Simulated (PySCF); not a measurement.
# [TmCl3(H2O)]−: shape, vibrations and bonding

Task: relax [TmCl3(H2O)]−, compute its harmonic modes and analyse its electrons. It is a constructed species; whether it can be made isn't addressed.

Program: PySCF 2.14.0. Level of theory: PBE0, Tm lcecp-0-SVP with ECP59, Cl def2-SVP, O def2-SVP, H def2-SVP; scalar-relativistic core potentials, no spin–orbit coupling. These are calculated values, not measurements.

1 further run of the same task is left out (for a known fault of the program).

## 1. The system as given

7 atoms, charge -1, spin multiplicity 1.

Bond lengths: Tm1–Cl2 2.725 Å, Tm1–Cl3 2.725 Å, Tm1–Cl4 2.725 Å, Tm1–O5 2.570 Å, O5–H6 0.970 Å, O5–H7 0.970 Å. Angles: Cl2–Tm1–Cl3 109.5°, Cl2–Tm1–Cl4 109.5°, Cl2–Tm1–O5 109.5°, Cl3–Tm1–Cl4 109.5°, Cl3–Tm1–O5 109.5°, Cl4–Tm1–O5 109.5°, Tm1–O5–H6 127.5°, Tm1–O5–H7 127.5°, H6–O5–H7 105.1°.

Geometry (Å):

```xyz
7
Cl3H2OTm
Tm    0.0000    0.0000    0.0000
Cl    1.5732    1.5732    1.5732
Cl   -1.5732   -1.5732    1.5732
Cl    1.5732   -1.5732   -1.5732
O    -1.4838    1.4838   -1.4838
H    -1.8244    2.3689   -1.2800
H    -1.8244    1.2800   -2.3689
```

Formal oxidation states: Tm +2. Each metal's 13 4f electrons lie in its core potential, so multiplicities, spins and levels count the valence alone.

## 2. SCF at the start, singlet

run.py (the lines that set the calculation) reads:

```python
mol = gto.M(atom='''
Tm     0.00000     0.00000     0.00000
Cl     1.57320     1.57320     1.57320
Cl    -1.57320    -1.57320     1.57320
Cl     1.57320    -1.57320    -1.57320
O     -1.48380     1.48380    -1.48380
H     -1.82440     2.36890    -1.28000
H     -1.82440     1.28000    -2.36890''',
    basis={'Tm': 'lcecp-0-SVP', 'Cl': 'def2-SVP', 'O': 'def2-SVP', 'H': 'def2-SVP'},
    ecp={'Tm': 'lcecp-0-SVP'},
    charge=-1, spin=0)
mf = dft.RKS(mol, xc='PBE0')
mf.grids.atom_grid = (50, 194)  # f atoms: unpruned, at least (60, 302)
mf = mf.density_fit()  # fitting sets: Tm AutoAux, Cl def2-universal-JKFIT, O def2-universal-JKFIT, H def2-universal-JKFIT
mf.conv_tol = 1e-08; mf.max_cycle = 55
mf.kernel(dm0)  # dm0: free metal ions and neutral atoms
```

Launch:

```console
$ OMP_NUM_THREADS=2 python run.py
```

The program printed:

```text
init E= -1530.00026098099
cycle= 1 E= -1487.26431701134  delta_E= 42.7  |g|= 2.81  |ddm|= 4.59
cycle= 2 E= -1487.7667187796  delta_E= -0.502  |g|= 1.98  |ddm|=  5.4
cycle= 3 E= -1488.79766271082  delta_E= -1.03  |g|=  0.2  |ddm|= 2.73
cycle= 4 E= -1488.80236288997  delta_E= -0.0047  |g|= 0.149  |ddm|= 0.247
cycle= 5 E= -1488.80645765542  delta_E= -0.00409  |g|= 0.0159  |ddm|= 0.103
cycle= 6 E= -1488.80650866125  delta_E= -5.1e-05  |g|= 0.00273  |ddm|= 0.0132
cycle= 7 E= -1488.80651064749  delta_E= -1.99e-06  |g|= 0.000706  |ddm|= 0.00411
cycle= 8 E= -1488.80651080401  delta_E= -1.57e-07  |g|= 5.81e-05  |ddm|= 0.000992
cycle= 9 E= -1488.80651080502  delta_E= -1e-09  |g|= 1.56e-05  |ddm|= 9.76e-05
Extra cycle  E= -1488.80651080505  delta_E= -2.91e-11  |g|= 1.21e-05  |ddm|= 3.36e-05
converged SCF energy = -1488.80651080505
```

Run time: 3.4 s. Hardware: 2 threads of Arm Neoverse V1, shared host; peak memory 0.57 GiB.

Result: E = -1488.806511 Eh, frontier levels not given, since the 4f levels lie in the core, Mulliken charge on Tm1 +0.40 e. 

## 3. Relaxation, singlet

Steps are kept in the start's point group, Cs.

run.py (the lines that set the calculation) reads:

```python
mol = gto.M(atom='''
Tm    -0.09458     0.09458    -0.09458
Cl     1.47862     1.66778     1.47862
Cl    -1.66778    -1.47862     1.47862
Cl     1.47862    -1.47862    -1.66778
O     -1.57838     1.57838    -1.57838
H     -1.91898     2.46348    -1.37458
H     -1.91898     1.37458    -2.46348''',
    basis={'Tm': 'lcecp-0-SVP', 'Cl': 'def2-SVP', 'O': 'def2-SVP', 'H': 'def2-SVP'},
    ecp={'Tm': 'lcecp-0-SVP'},
    charge=-1, spin=0)
mf = dft.RKS(mol, xc='PBE0')
mf.grids.atom_grid = (50, 194)  # f atoms: unpruned, at least (60, 302)
mf = mf.density_fit()  # fitting sets: Tm AutoAux, Cl def2-universal-JKFIT, O def2-universal-JKFIT, H def2-universal-JKFIT
mf.conv_tol = 1e-08; mf.max_cycle = 55
mf.kernel(dm0)  # dm0: an SCF of this state at this start
# quasi-Newton relaxation in Cartesian coordinates to a largest gradient under 0.00045 Eh/bohr, steps kept in the point group
```

Launch:

```console
$ OMP_NUM_THREADS=2 python run.py
```

The driver keeps no SCF log for this step, only its results.

It took 2.1 min on 2 threads of Arm Neoverse V1, shared host.

Along the way:

```
step  energy from step 1 (eV)  largest force component (eV/Å)
   1                   0.0000                          0.5782
   2                  -0.1141                          0.3797
   3                  -0.2420                          0.1281
   4                  -0.3022                          0.0997
   5                  -0.3194                          0.1597
   6                  -0.3248                          0.1205
   7                  -0.3272                          0.7425
   8                  -0.3299                          0.3694
   9                  -0.3372                          0.0756
  10                  -0.3396                          0.2678
  11                  -0.3425                          0.4490
  12                  -0.3471                          0.3382
  13                  -0.3527                          0.2876
  14                  -0.3665                          0.4104
  15                  -0.4020                          0.1726
  16                  -0.4112                          1.5968
  17                  -0.4586                          0.4759
  18                  -0.4728                          0.2620
  19                  -0.4815                          0.3724
  20                  -0.4845                          0.1549
  21                  -0.4850                          0.1456
  22                  -0.4871                          0.0366
  23                  -0.4875                          0.0279
  24                  -0.4876                          0.0310
  25                  -0.4877                          0.0255
  26                  -0.4878                          0.0182
```

Close pairs (by a distance rule), those that changed most:

```
   bond  before (Å)  after (Å)  change (Å)
 Tm1–H6       3.252      2.798      -0.455
 Tm1–H7       3.252      2.798      -0.455
Tm1–Cl2       2.725      2.654      -0.071
Tm1–Cl4       2.725      2.654      -0.071
 Tm1–O5       2.570      2.595      +0.025
Tm1–Cl3       2.725      2.723      -0.002
  O5–H6       0.970      0.971      +0.001
  O5–H7       0.970      0.971      +0.001
```

It ends in Cs at E = -1488.824435 Eh.

```xyz
7

Tm    0.2819    0.1597   -0.1597
Cl    1.5201    1.9242    1.3881
Cl   -2.2619   -0.5277    0.5277
Cl    1.5201   -1.3881   -1.9242
O    -1.4324    1.5371   -1.5371
H    -1.9246    1.7805   -0.7359
H    -1.9246    0.7359   -1.7805
```

## 4. The relaxed geometry turned into its symmetry frame

run.py (the lines that set the calculation) reads:

```python
mol = gto.M(atom='''
Tm     0.11729    -0.02668     0.02668
Cl     1.35546     1.73778     1.57444
Cl    -2.42659    -0.71406     0.71406
Cl     1.35546    -1.57444    -1.73778
O     -1.59708     1.35069    -1.35069
H     -2.08926     1.59414    -0.54954
H     -2.08926     0.54954    -1.59414''',
    basis={'Tm': 'lcecp-0-SVP', 'Cl': 'def2-SVP', 'O': 'def2-SVP', 'H': 'def2-SVP'},
    ecp={'Tm': 'lcecp-0-SVP'},
    charge=-1, spin=0)
mf = dft.RKS(mol, xc='PBE0')
mf.grids.atom_grid = (50, 194)  # f atoms: unpruned, at least (60, 302)
mf = mf.density_fit()  # fitting sets: Tm AutoAux, Cl def2-universal-JKFIT, O def2-universal-JKFIT, H def2-universal-JKFIT
mf.conv_tol = 1e-08; mf.max_cycle = 55
mf.kernel(dm0)  # dm0: free metal ions and neutral atoms
```

Launch:

```console
$ OMP_NUM_THREADS=2 python run.py
```

The program printed:

```text
init E= -1530.0274453979
cycle= 1 E= -1487.27869381156  delta_E= 42.7  |g|= 2.81  |ddm|= 4.64
cycle= 2 E= -1487.7933925055  delta_E= -0.515  |g|= 1.98  |ddm|= 5.42
cycle= 3 E= -1488.81433443992  delta_E= -1.02  |g|= 0.216  |ddm|= 2.73
cycle= 4 E= -1488.81881549394  delta_E= -0.00448  |g|= 0.173  |ddm|= 0.281
cycle= 5 E= -1488.82436515526  delta_E= -0.00555  |g|= 0.018  |ddm|= 0.13
cycle= 6 E= -1488.82443199619  delta_E= -6.68e-05  |g|= 0.00341  |ddm|= 0.0172
cycle= 7 E= -1488.82443505387  delta_E= -3.06e-06  |g|= 0.000947  |ddm|= 0.00536
cycle= 8 E= -1488.82443530476  delta_E= -2.51e-07  |g|= 0.000225  |ddm|= 0.00147
cycle= 9 E= -1488.82443531933  delta_E= -1.46e-08  |g|= 3.62e-05  |ddm|= 0.000351
cycle= 10 E= -1488.82443531974  delta_E= -4.1e-10  |g|= 4.64e-06  |ddm|= 5.78e-05
Extra cycle  E= -1488.82443531975  delta_E= -8.19e-12  |g|= 2.55e-06  |ddm|= 8.32e-06
converged SCF energy = -1488.82443531975
```

Wall time 2.5 s (2 threads of Arm Neoverse V1, shared host).

Read off: E = -1488.824435 Eh, frontier levels not given, since the 4f levels lie in the core, Mulliken charge on Tm1 +0.41 e. 

## 5. Harmonic vibrations

run.py (the lines that set the calculation), as its differences from that of step 4:

```diff
@@ -14,3 +14,4 @@
 mf = mf.density_fit()  # fitting sets: Tm AutoAux, Cl def2-universal-JKFIT, O def2-universal-JKFIT, H def2-universal-JKFIT
-mf.conv_tol = 1e-08; mf.max_cycle = 55
-mf.kernel(dm0)  # dm0: free metal ions and neutral atoms
+mf.conv_tol = 1e-10; mf.max_cycle = 55
+mf.kernel(dm0)  # dm0: the density of the relaxed state
+# Hessian and dipole derivatives by central differences of gradients, 0.02 bohr
```

Launch:

```console
$ OMP_NUM_THREADS=2 python run.py
```

No log is kept here; the results follow.

It took 1.9 min on 2 threads of Arm Neoverse V1, shared host.

Point group Cs; negative numbers are unstable modes, and those under 60 cm⁻¹ are near the numerical noise:

```
cm⁻¹  km/mol  symmetry
-247    95.9       a''
  49     3.5       a''
  54    14.4        a'
  60    16.9        a'
  66     2.4       a''
 134    43.1        a'
 199    13.1        a'
 241     7.7        a'
 254    41.5        a'
 256    62.3       a''
 564     7.8       a''
 685   385.2        a'
1654   109.6        a'
3784    66.5        a'
3828    76.5       a''
```

## 6. Displaced along the imaginary mode

No symmetry is imposed.

run.py (the lines that set the calculation) reads:

```python
mol = gto.M(atom='''
Tm     0.11729    -0.02690     0.02645
Cl     1.35493     1.73917     1.57366
Cl    -2.42659    -0.71820     0.70992
Cl     1.35599    -1.57523    -1.73639
O     -1.59708     1.34813    -1.35326
H     -2.01448     1.83017    -0.58410
H     -2.16404     0.51498    -1.35810''',
    basis={'Tm': 'lcecp-0-SVP', 'Cl': 'def2-SVP', 'O': 'def2-SVP', 'H': 'def2-SVP'},
    ecp={'Tm': 'lcecp-0-SVP'},
    charge=-1, spin=0)
mf = dft.RKS(mol, xc='PBE0')
mf.grids.atom_grid = (50, 194)  # f atoms: unpruned, at least (60, 302)
mf = mf.density_fit()  # fitting sets: Tm AutoAux, Cl def2-universal-JKFIT, O def2-universal-JKFIT, H def2-universal-JKFIT
mf.conv_tol = 1e-08; mf.max_cycle = 55
mf.kernel(dm0)  # dm0: an SCF of this state at this start
# quasi-Newton relaxation in Cartesian coordinates to a largest gradient under 0.00045 Eh/bohr, steps kept in the point group
```

Launch:

```console
$ OMP_NUM_THREADS=2 python run.py
```

The driver keeps no SCF log for this step, only its results.

Run time: 2.4 min. Hardware: 2 threads of Arm Neoverse V1, shared host.

The steps of the relaxation:

```
step  energy from step 1 (eV)  largest force component (eV/Å)
   1                   0.0000                          1.2354
   2                  -0.0528                          0.2772
   3                  -0.0643                          0.1410
   4                  -0.0744                          0.4285
   5                  -0.0840                          0.6316
   6                  -0.1061                          0.6601
   7                  -0.1445                          0.3967
   8                  -0.1654                          0.3976
   9                  -0.1752                          0.2692
  10                  -0.1827                          0.0952
  11                  -0.1896                          0.2649
  12                  -0.1969                          0.2374
  13                  -0.2015                          0.2631
  14                  -0.2061                          0.1278
  15                  -0.2138                          0.2055
  16                  -0.2253                          0.5970
  17                  -0.2346                          0.2530
  18                  -0.2501                          0.5520
  19                  -0.2631                          0.4957
  20                  -0.2666                          0.2931
  21                  -0.2695                          0.1044
  22                  -0.2707                          0.1038
  23                  -0.2718                          0.0965
  24                  -0.2722                          0.0537
  25                  -0.2726                          0.0569
  26                  -0.2729                          0.0589
  27                  -0.2732                          0.0372
  28                  -0.2733                          0.0124
  29                  -0.2733                          0.0084
```

Distances of close pairs at the start and the end, largest changes first:

```
   bond  before (Å)  after (Å)  change (Å)
 Tm1–H6       2.892      2.657      -0.236
 Tm1–H7       2.723      2.656      -0.067
Tm1–Cl2       2.654      2.703      +0.048
 Tm1–O5       2.595      2.547      -0.048
  O5–H7       1.008      0.979      -0.029
Tm1–Cl3       2.723      2.700      -0.023
  O5–H6       0.999      0.979      -0.020
Tm1–Cl4       2.653      2.654      +0.001
```

It ends in Cs at E = -1488.833674 Eh.

```
atom    x (Å)    y (Å)    z (Å)
 Tm1  -0.0071  -0.3163  -0.3123
 Cl2   0.5752   1.9883   0.9736
 Cl3  -2.4691  -1.1246   0.4477
 Cl4   1.7675  -1.8274  -1.5822
  O5  -1.6556   1.4408  -1.1377
  H6  -1.2542   2.0248  -0.4616
  H7  -2.3306   0.9264  -0.6494
```

## 7. The relaxed geometry turned into its symmetry frame

run.py (the lines that set the calculation) reads:

```python
mol = gto.M(atom='''
Tm     0.11624    -0.10592    -0.04590
Cl     0.69762     2.19777     1.23981
Cl    -2.34666    -0.91511     0.71398
Cl     1.88597    -1.62200    -1.31661
O     -1.53500     1.64843    -0.87176
H     -1.13374     2.23336    -0.19666
H     -2.20917     1.13369    -0.38242''',
    basis={'Tm': 'lcecp-0-SVP', 'Cl': 'def2-SVP', 'O': 'def2-SVP', 'H': 'def2-SVP'},
    ecp={'Tm': 'lcecp-0-SVP'},
    charge=-1, spin=0)
mf = dft.RKS(mol, xc='PBE0')
mf.grids.atom_grid = (50, 194)  # f atoms: unpruned, at least (60, 302)
mf = mf.density_fit()  # fitting sets: Tm AutoAux, Cl def2-universal-JKFIT, O def2-universal-JKFIT, H def2-universal-JKFIT
mf.conv_tol = 1e-08; mf.max_cycle = 55
mf.kernel(dm0)  # dm0: free metal ions and neutral atoms
```

Launch:

```console
$ OMP_NUM_THREADS=2 python run.py
```

The program printed:

```text
init E= -1530.02831819839
cycle= 1 E= -1487.23311275783  delta_E= 42.8  |g|= 2.84  |ddm|= 4.71
cycle= 2 E= -1487.78215738759  delta_E= -0.549  |g|= 1.99  |ddm|= 5.52
cycle= 3 E= -1488.82621222693  delta_E= -1.04  |g|= 0.178  |ddm|= 2.79
cycle= 4 E= -1488.83070811213  delta_E= -0.0045  |g|= 0.124  |ddm|= 0.249
cycle= 5 E= -1488.83354953675  delta_E= -0.00284  |g|= 0.0247  |ddm|= 0.106
cycle= 6 E= -1488.8336696776  delta_E= -0.00012  |g|= 0.00405  |ddm|= 0.0232
cycle= 7 E= -1488.83367384114  delta_E= -4.16e-06  |g|= 0.00102  |ddm|= 0.00609
cycle= 8 E= -1488.83367412502  delta_E= -2.84e-07  |g|= 0.000264  |ddm|= 0.00164
cycle= 9 E= -1488.83367414521  delta_E= -2.02e-08  |g|= 3.52e-05  |ddm|= 0.000407
cycle= 10 E= -1488.83367414559  delta_E= -3.82e-10  |g|= 5.58e-06  |ddm|= 5.53e-05
Extra cycle  E= -1488.8336741456  delta_E= -6.82e-12  |g|= 3.92e-06  |ddm|= 1.04e-05
converged SCF energy = -1488.8336741456
```

Run time: 2.5 s. Hardware: 2 threads of Arm Neoverse V1, shared host.

Read off: E = -1488.833674 Eh, frontier levels not given, since the 4f levels lie in the core, Mulliken charge on Tm1 +0.44 e. 

## 8. Frequencies and infrared intensities

run.py (the lines that set the calculation), as its differences from that of step 7:

```diff
@@ -14,3 +14,4 @@
 mf = mf.density_fit()  # fitting sets: Tm AutoAux, Cl def2-universal-JKFIT, O def2-universal-JKFIT, H def2-universal-JKFIT
-mf.conv_tol = 1e-08; mf.max_cycle = 55
-mf.kernel(dm0)  # dm0: free metal ions and neutral atoms
+mf.conv_tol = 1e-10; mf.max_cycle = 55
+mf.kernel(dm0)  # dm0: the density of the relaxed state
+# Hessian and dipole derivatives by central differences of gradients, 0.02 bohr
```

Launch:

```console
$ OMP_NUM_THREADS=2 python run.py
```

The driver keeps no SCF log for this step, only its results.

Wall time 1.9 min (2 threads of Arm Neoverse V1, shared host).

Point group Cs; negative numbers are unstable modes, and those under 60 cm⁻¹ are near the numerical noise:

```
cm⁻¹  km/mol  symmetry
  55    16.1        a'
  59    10.8       a''
  72    11.3        a'
 121     0.1       a''
 135    33.6        a'
 210     9.0        a'
 246    47.9       a''
 247    22.2        a'
 266    48.9        a'
 487    77.5       a''
 737    22.6       a''
 747   446.9        a'
1632    35.5        a'
3598   174.8        a'
3658   347.4       a''
```

## 9. Properties on a finer grid

run.py (the lines that set the calculation) reads:

```python
mol = gto.M(atom='''
Tm    -0.00712    -0.31630    -0.31229
Cl     0.57516     1.98830     0.97358
Cl    -2.46913    -1.12459     0.44774
Cl     1.76748    -1.82740    -1.58216
O     -1.65564     1.44083    -1.13768
H     -1.25419     2.02485    -0.46163
H     -2.33055     0.92642    -0.64938''',
    basis={'Tm': 'lcecp-0-SVP', 'Cl': 'def2-SVP', 'O': 'def2-SVP', 'H': 'def2-SVP'},
    ecp={'Tm': 'lcecp-0-SVP'},
    charge=-1, spin=0)
mf = dft.RKS(mol, xc='PBE0')
mf.grids.atom_grid = (75, 302)  # f atoms: unpruned, at least (60, 302)
mf = mf.density_fit()  # fitting sets: Tm AutoAux, Cl def2-universal-JKFIT, O def2-universal-JKFIT, H def2-universal-JKFIT
mf.conv_tol = 1e-09; mf.max_cycle = 55
mf.kernel(dm0)  # dm0: the density of the relaxed state
```

Launch:

```console
$ OMP_NUM_THREADS=2 python run.py
```

The program printed:

```text
init E= -1488.83364203182
cycle= 1 E= -1488.8336420288  delta_E= 3.01e-09  |g|= 0.000199  |ddm|= 0.000275
cycle= 2 E= -1488.83364202058  delta_E= 8.22e-09  |g|= 0.00029  |ddm|= 0.000356
cycle= 3 E= -1488.83364203628  delta_E= -1.57e-08  |g|= 4.91e-06  |ddm|= 0.000208
cycle= 4 E= -1488.83364203629  delta_E= -1.18e-11  |g|= 5.48e-07  |ddm|= 7.08e-06
Extra cycle  E= -1488.83364203629  delta_E= 3.18e-12  |g|= 5.41e-07  |ddm|= 1.61e-06
converged SCF energy = -1488.83364203629
```

Run time: 17 s. Hardware: 2 threads of Arm Neoverse V1, shared host.

It gives: E = -1488.833642 Eh, frontier levels not given, since the 4f levels lie in the core, Mulliken charge on Tm1 +0.44 e, largest force component 0.009 eV/Å. 

Löwdin charges:

```
atom  value (e)
 Tm1      -0.19
 Cl2      -0.29
 Cl3      -0.29
 Cl4      -0.28
  O5      -0.08
  H6       0.07
  H7       0.07
```

Mulliken charges: Tm1 +0.44, Cl2 -0.51, Cl3 -0.51, Cl4 -0.49, O5 -0.31, H6 +0.20, H7 +0.20 e.

Contacts (the nearest donor of each ligand) and Mayer bond orders:

```
     contact  distance (Å)  bond order
Tm1–Cl2 (Cl)         2.703        0.77
Tm1–Cl3 (Cl)         2.700        0.77
Tm1–Cl4 (Cl)         2.654        0.93
Tm1–O5 (H2O)         2.547        0.34
```

Mulliken populations of Tm1 outside the core potential: s 2.28, p 6.36, d 0.90, f 0.01.

## 10. Summary of results

```
                                                              quantity                                                           value
                                                 state and point group                                      singlet in the valence, Cs
                                                 first geometry: modes                                   -247 to 3828 cm⁻¹, 1 unstable
first geometry: strongest infrared band (modes within 1.5 cm⁻¹ summed)                                           685 cm⁻¹ (385 km/mol)
                                                                 modes                                  55 to 3658 cm⁻¹, none unstable
                strongest infrared band (modes within 1.5 cm⁻¹ summed)                                           747 cm⁻¹ (447 km/mol)
                                                     zero-point energy                                                        0.761 eV
                                               ideal gas, 298 K, 1 bar                                 S = 428.1, Cp = 115.7 J/(mol K)
                                                 metal–ligand contacts                                                  2.55 to 2.70 Å
                                                       frontier levels  frontier levels not given, since the 4f levels lie in the core
                                       dipole about the centre of mass                                                          1.09 D
                                                   mean polarisability                                                          9.0 Å³
```

At the first geometry 1 mode is unstable, so this structure is a saddle point; the molecule was then pushed along the lowest one and relaxed again. All modes are real within the noise of the softest ones, so the structure is a minimum. The metal carries -0.19 e by Löwdin's partition against a formal +2, and bond orders to the nearest donors reach 0.93. Both measures hang on the basis. Leaving the first, Cs structure gained 0.25 eV and gave Cs. One start shape was tried, so another isomer may lie lower. These are double-zeta-type bases without diffuse functions. Spin–orbit coupling is left out.
